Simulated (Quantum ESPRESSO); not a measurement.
# AgRh under changes of volume

One of the cells (16.064 Å³/atom); the others are scaled copies at fixed shape and fractional positions:

```
Ag Rh
1.0
     2.77759    0.00000    0.00000
    -1.38879    2.40546    0.00000
     0.00000    0.00000    4.80860
Ag Rh
1 1
Cartesian
  0.0000 0.0000 2.4043
  1.3888 0.8018 0.0000
```

The cell comes from a database or a generator and needn't be the stable form of this composition.

```yaml
Program: Quantum ESPRESSO 7.5
Functional: PBEsol
Potentials_or_basis: GBRV 1.5 PBEsol
Cutoff: 762 eV
Density_cutoff: 6095 eV
k_mesh: 11 × 11 × 6
Occupations: fermi-dirac, width 0.05 eV
Spin: no spin polarisation
```

```tsv
volume (Å³/atom)	energy over the lowest point (meV/atom)	pressure (GPa)
15.100	0.00	-0.8
15.421	4.89	-4.5
15.743	?	?
16.064	34.87	-10.6
16.385	58.27	-13.1
16.707	86.29	-15.2
17.028	118.31	-17.1
```

**Question.** What does the run at 15.743 Å³/atom give?

**Answer.** Energy over the lowest point 16.83 meV/atom; pressure -7.8 GPa.

Worked out: A Birch-Murnaghan fit of order 3 (a polynomial in V^(-2/3)) to the other rows has its minimum at 15.06 Å³/atom, just outside them, with B0 = V·E''(V) = 192 GPa and B' = 5.4 at fixed shape and positions, which overstates the stiffness. It gives 16.84 meV/atom at 15.743 Å³/atom, against the run's 16.83, and -dE/dV = -7.5 GPa, against -7.8.

Energies are extrapolated to zero smearing.
